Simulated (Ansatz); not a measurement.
# AlClFH₂N: how energies converge with the basis set

An exercise on one series of results from a longer session: the logs are not shown, and one member is left open.

Computed with Ansatz 0.2.0, Gaussian basis. Level: one geometry, several basis sets.

Plan: PBE0-D4/def2-SVP; ωB97M-V/def2-SVP; PBE0-D4/def2-QZVPP; ωB97M-V/def2-QZVPP; CCSD(T)/cc-pV(D+d)Z; CCSD(T)/cc-pV(T+d)Z; CCSD(T)/cc-pV(Q+d)Z; the functionals' def2-TZVPP values are taken from earlier runs.

**The relaxed structure**

An earlier PBE0-D4 in a triple-zeta def2 set relaxation fixed the geometry.

SMILES `[NH2][Al]([F])[Cl]`, 6 atoms, charge 0, spin multiplicity 1.

Atoms are counted from 1 here; the program's logs count them from 0.

Bond lengths: N1–Al2 1.746 Å, N1–H5 1.006 Å, N1–H6 1.006 Å, Al2–F3 1.641 Å, Al2–Cl4 2.079 Å. Angles: Al2–N1–H5 124.6°, Al2–N1–H6 124.3°, H5–N1–H6 111.1°, N1–Al2–F3 119.8°, N1–Al2–Cl4 121.2°, F3–Al2–Cl4 119.0°.

Coordinates:

```mol
AlClFH2N
  3D, bonds by distance, orders not assigned

  6  5  0  0  0  0  0  0  0  0999 V2000
   -0.1123    0.9826   -0.0258 N   0  0
    0.1525   -0.7391    0.0923 Al  0  0
    1.0418   -1.3455    1.3311 F   0  0
   -0.6411   -2.0494   -1.3136 Cl  0  0
    0.2463    1.6615    0.6248 H   0  0
   -0.6451    1.4260   -0.7549 H   0  0
  1  2  8  0
  2  3  8  0
  2  4  8  0
  1  5  8  0
  1  6  8  0
M  END
```

The first run:

Input file in.yaml:

```yaml
crystal:
  periodic: [false, false, false]
  atoms:
    - {symbol: N, position_ang: [-0.112271, 0.982553, -0.025794]}
    - {symbol: Al, position_ang: [0.152507, -0.739085, 0.092268]}
    - {symbol: F, position_ang: [1.041755, -1.345498, 1.331111]}
    - {symbol: Cl, position_ang: [-0.641135, -2.049374, -1.313605]}
    - {symbol: H, position_ang: [0.246294, 1.661487, 0.624758]}
    - {symbol: H, position_ang: [-0.645149, 1.426016, -0.754937]}
basis:
  gaussian: {orbitals: def2-SVP}
hamiltonian: {xc: pbe0, dispersion: d4}
output: {orbitals: {seedname: orbitals}}
```

Run with:

```sh
$ ansatz run in.yaml --threads 2 --pin off --events-out ev --progress --plain --max-ram 32768MiB --backend cpu
```

Among the steps run: PBE0-D4 in def2-SVP; ωB97M-V in def2-SVP; PBE0-D4 in def2-QZVPP; ωB97M-V in def2-QZVPP.

One of the session's tables, all rows but one given; the rest of the session is left out.

It belongs to the step «Density functionals: the series». 

```
functional       basis  HOMO (eV)
   PBE0-D4    def2-SVP      -7.81
   PBE0-D4  def2-TZVPP      -8.03
   PBE0-D4  def2-QZVPP      -8.09
   ωB97M-V    def2-SVP          ?
   ωB97M-V  def2-TZVPP     -10.43
   ωB97M-V  def2-QZVPP     -10.49
```

Estimate the missing values for ωB97M-V, def2-SVP.

As computed: HOMO (eV): -10.18. In the column «HOMO (eV)» it lies between ωB97M-V, def2-TZVPP (-10.43) and PBE0-D4, def2-QZVPP (-8.09).
